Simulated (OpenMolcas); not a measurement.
# Two attempts at AgOH (SMILES [OH][Ag])

Aim: a single-point energy of AgOH at MCPF/ANO-RCC-VDZP (DKH2).

The results are computed with OpenMolcas 26.06.

6 further runs of the same task are left out: 6 set aside as unsound or not needed.

## 1. The molecule

AgOH: 3 atoms, total charge 0, spin state singlet. As SMILES, `[OH][Ag]`. The shape comes from GFN2-xTB, which is rough for such elements, and wasn't checked as a minimum.

Bond lengths: O1–Ag2 1.999 Å, O1–H3 0.959 Å. Angles: Ag2–O1–H3 114.3°.

## 2. First attempt

Contents of test.inp:

```
>>> EXPORT MOLCAS_PRINT=2

&GATEWAY
 Coord
 3
 angstrom
 O       -0.375050      -0.381660      -0.290620
 Ag       1.302440      -0.006330       0.729120
 H       -0.927390       0.387990      -0.438500
 Basis=ANO-RCC-VDZP
 Group=NoSym

&SEWARD

&SCF
 Spin=2
 PrOrbitals=1 1

&MOTRA
 Frozen=15

&GUGA
 Electrons=26
 Spin=1
 Inactive=13
 Active=0
 CIAll=1

&CPF
 MCPF
```

Command:

```
$ export MOLCAS_MEM=1860
$ pymolcas test.inp > test.log
```

What it wrote:

```text
--- Start Module: gateway ---

                                              &GATEWAY

                       available to each process: 1.9 GB of memory, 1 thread

++    Symmetry information:
      ---------------------

                    Character Table for C1

                             E
                    a        1  x, y, xy, Rz, z, xz, Ry, yz, Rx, I
--

++    Basis set information:
      ----------------------

      Basis set label: O.ANO-RCC...3S2P1D.

      Electronic valence basis set:
      ------------------
      Associated Effective Charge   8.000000 au
      Associated Actual Charge      8.000000 au
      Nuclear Model: Point charge

      Shell  nPrim  nBasis  Cartesian Spherical Contaminant
         s      14       3        X
         p       9       2        X
         d       4       1                 X

      Basis set label: AG.ANO-RCC...6S5P3D1F.

[... 84 lines left out ...]
                   Integrals are discarded if absolute value <: 1.00E-14
                   Integral cutoff threshold is set to       <: 1.00E-16

            Nuclear Potential Energy            113.72852849 au

      Basis set specifications :
      Symmetry species         a
      Basis functions           62

--- Stop Module: seward /rc=_RC_ALL_IS_WELL_ ---
--- Module seward spent 4 seconds ---

--- Start Module: scf ---

                                                &SCF

                       available to each process: 1.9 GB of memory, 1 thread

 ###############################################################################
 ###    ERROR: Input error!                                                  ###
 ###    zSpin inconsistent with number of electrons                          ###
 ###############################################################################

--- Stop Module: scf /rc=-6 ---

.########################.
.# Non-zero return code #.
.########################.

    Timing: Wall=4.52 User=4.11 System=0.40
```

Run time: 4.8 s. Hardware: 1 thread of Arm Neoverse V2, shared host; peak memory 0.42 GiB.

## 3. Reading the log

The job stopped with an error part of the way.

The telling line is `ERROR: Input error`. What is wrong: the electron count doesn't fit the spin or reference typed: an even count needs an odd multiplicity, an odd count an even one.

## 4. The mended input

Contents of test.input:

```
&GATEWAY
 Coord
 3
 angstrom
 O       -0.375050      -0.381660      -0.290620
 Ag       1.302440      -0.006330       0.729120
 H       -0.927390       0.387990      -0.438500
 Basis = ANO-RCC-VDZP
 Group = NoSym

&SEWARD

&SCF
 PrOrbitals = 1 1

&MOTRA
 Frozen = 15

&GUGA
 Electrons = 26
 Spin = 1
 Inactive = 13
 Active = 0
 CIAll = 1

&CPF
 MCPF
```

Command:

```
$ export MOLCAS_MEM=1860
$ pymolcas test.input > test.log
```

What it wrote:

```text
--- Start Module: gateway ---
[...]
--- Stop Module: gateway /rc=_RC_ALL_IS_WELL_ ---
[...]
      Basis functions           62
[...]
       Convergence after  12 Iterations
[...]
::    Total SCF energy                              -5387.3836421082
[...]
      Total spin, S                                     0.0000000000
[...]
      *** WARNING: Default frozen orbitals is overwritten by user input.
      *** Default values:  16
[...]
--- Start Module: guga ---
[...]
--- Stop Module: guga /rc=_RC_ALL_IS_WELL_ ---
--- Start Module: cpf ---
[...]
      Active orbitals                            0       0
[...]
      Spin quantum number                      0.0
[...]
     FINAL MCPF ENERGY        -5387.99360616
     FINAL CORRELATION ENERGY   -0.60996406  REFERENCE ENERGY   -5387.38364211
[...]
      Total electronic charge=   56.000000
      Total            charge=    0.000000
[...]
      Dipole Moment (debye):
      Origin of the operator (angstrom)=    1.0678   -0.0516    0.5880
                   X=  3.3927E+00               Y=  1.6181E+00               Z=  2.2431E+00           Total=  4.3773E+00
      Quadrupole Moment (debye*angstrom):
[...]
--- Stop Module: cpf /rc=_RC_ALL_IS_WELL_ ---
[...]
```

Run time: 9.6 s. Hardware: 1 thread of Arm Neoverse V2, shared host; peak memory 0.42 GiB.

## 5. What came out

Level: MCPF/ANO-RCC-VDZP (DKH2).

| quantity | value |
| --- | --- |
| total energy | -5387.99361 Eh |
| dipole moment (mean-field density) | 6.02 D |
| HOMO energy (Hartree–Fock orbitals) | -10.10 eV |
| LUMO energy (Hartree–Fock orbitals) | -0.08 eV |
| HOMO–LUMO gap (Hartree–Fock orbitals) | 10.02 eV |
| correlation energy (15 core orbitals frozen) | -610.0 mEh |

**Reading.** Mulliken charges of the mean-field density run from -0.80 on O1 to +0.71 on Ag2.
